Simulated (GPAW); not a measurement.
TiSn:

```
Ti Sn
1.0
     0.00000    2.80055    2.80055
     2.80055    0.00000    2.80055
     2.80055    2.80055    0.00000
Ti Sn
1 1
Direct
  0.00000 0.00000 0.00000
  0.50000 0.50000 0.50000
```

The cell was built by a generator and needn't be a form met in nature.

Base run:

- Program: GPAW 26.7.0
- Functional: PBE
- Potentials or basis: GPAW PAW data sets (gpaw-data 1.2.1)
- Cutoff: 600 eV
- Basis: pw
- k mesh: 8 × 8 × 8
- Occupations: fermi-dirac, width 0.05 eV
- Spin: no spin polarisation

Its results: pressure -0.4 GPa.

**Question.** After a change of settings the same cell gave: pressure -4.0 GPa. Which change was it?
A. functional from PBE to revPBE; potentials or basis from GPAW PAW data sets (gpaw-data 1.2.1) to the program's PAW data sets (release 1.2.1) made for this functional
B. functional from PBE to TPSS
C. functional from PBE to r2SCAN
D. functional from PBE to PBEsol; potentials or basis from GPAW PAW data sets (gpaw-data 1.2.1) to PAW data sets generated in the run's folder for this functional

**Answer.** D.
